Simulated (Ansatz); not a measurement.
Y3F:

```
Y F
1.0
     6.26665    0.00000    0.00000
    -3.13333    5.42708    0.00000
     0.00000    0.00000    3.36199
Y F
3 1
Cartesian
  3.1333 0.0000 0.0000
  -1.5667 2.7135 0.0000
  1.5667 2.7135 0.0000
  0.0000 0.0000 0.0000
```

The cell was built by a generator and needn't be a form met in nature.

| Item | Value |
| --- | --- |
| Program | Ansatz 0.2.0 |
| Task | relaxation of cell and atoms |
| Functional | BLYP |
| Dispersion | D3(BJ) |
| Potentials or basis | Ansatz PAW |
| Cutoff | 420 eV (not typed: the program's choice for these potentials) |
| k mesh | 4 × 4 × 6 |
| Occupations | fermi-dirac, width 0.05 eV |
| Spin | no spin polarisation |

At the start: volume 28.58 Å³/atom.

Question: How do energy, volume and symmetry change on relaxing?

Answer: It ends after 6 steps and the volume is 26.34 Å³/atom (-7.8 %); space group P6/mmm (No. 191, to 0.05 Å).

Step by step:
| step | energy change (eV) | largest force (eV/Å) | volume (Å³) |
| --- | --- | --- | --- |
| 1 | 0.0000 | 0.0000 | 114.34 |
| 2 | -0.0715 | 0.0000 | 105.18 |
| 3 | -0.0713 | 0.0000 | 105.75 |
| 4 | -0.0660 | 0.0000 | 105.75 |
| 5 | -0.0665 | 0.0000 | 105.37 |
| 6 | -0.0661 | 0.0000 | 105.37 |

Final structure:
```
Y F
1.0
     6.11189    0.00000    0.00000
    -3.05595    5.29305    0.00000
     0.00000    0.00000    3.25700
Y F
3 1
Direct
  0.50000 0.00000 0.00000
  0.00000 0.50000 0.00000
  0.50000 0.50000 0.00000
  0.00000 0.00000 0.00000
```

Caveat: the plane-wave basis is chosen anew once the cell has moved, so the energies of steps on either side of that aren't comparable; pairwise dispersion overbinds metals, which lowers pressure and volume; the PAW data sets come from PBE, with cores solved anew for the run's functional, which leaves a small shift of forces and pressure.
